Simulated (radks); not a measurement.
**Ca³⁺ in [He] 2s2 2p5 3s2 3p5 4p1: an all-electron calculation**

What are the levels of the calcium ion Ca3+, how large are its shells, and how does its energy divide?

The numbers are computed with radks (a radial shooting solver on a logarithmic mesh, Libxc functionals) version 1 (non-relativistic Kohn-Sham, exchange-only r2SCAN, spin-polarised, spherical densities, point nucleus; open shells are filled with parallel spins first), except any that are marked as measured or tabulated.

### Step 1. Starting point

| Item | Value |
| --- | --- |
| element | calcium (Z = 20) |
| charge | +3 |
| electrons | 17 |
| configuration | [He] 2s2 2p5 3s2 3p5 4p1 |

Outer shells as boxes (Hund's rule):

Ca³⁺
```
[He] core
2s [↑↓]
2p [↑↓][↑↓][↑ ]
3s [↑↓]
3p [↑↓][↑↓][↑ ]
4p [↑ ][  ][  ]
```

### Step 2. The calculation

The run's settings:

```text
Z 20
configuration [He] 2s2 2p5 3s2 3p5 4p1
relativity non-relativistic
functional r2scan,
spin polarised
nucleus point
```

**Question.** What will this run give?

The runs gave:

```
                        quantity                   value
                    total energy      -660.61583 hartree
exchange-correlation share of it                  4.93 %
                            −T/E                  1.0000
          highest occupied level       4p up, -22.618 eV
    most extended occupied level  4p up, <r> = 3.03 bohr
 radius at density 0.001 e/bohr³               4.04 bohr
    maxima of the radial density                       3
```

What this shows: 4 principal shells are occupied and 3 maxima appear in the radial density; where shells overlap, one shows as a shoulder or not at all. The ratio −T/E is 1.0000; for a non-relativistic Coulomb system it is 1 up to the kinetic part of correlation. This is not the tabulated ground configuration, so its levels and sizes aren't those of the ground state, and no measured value stands beside it.
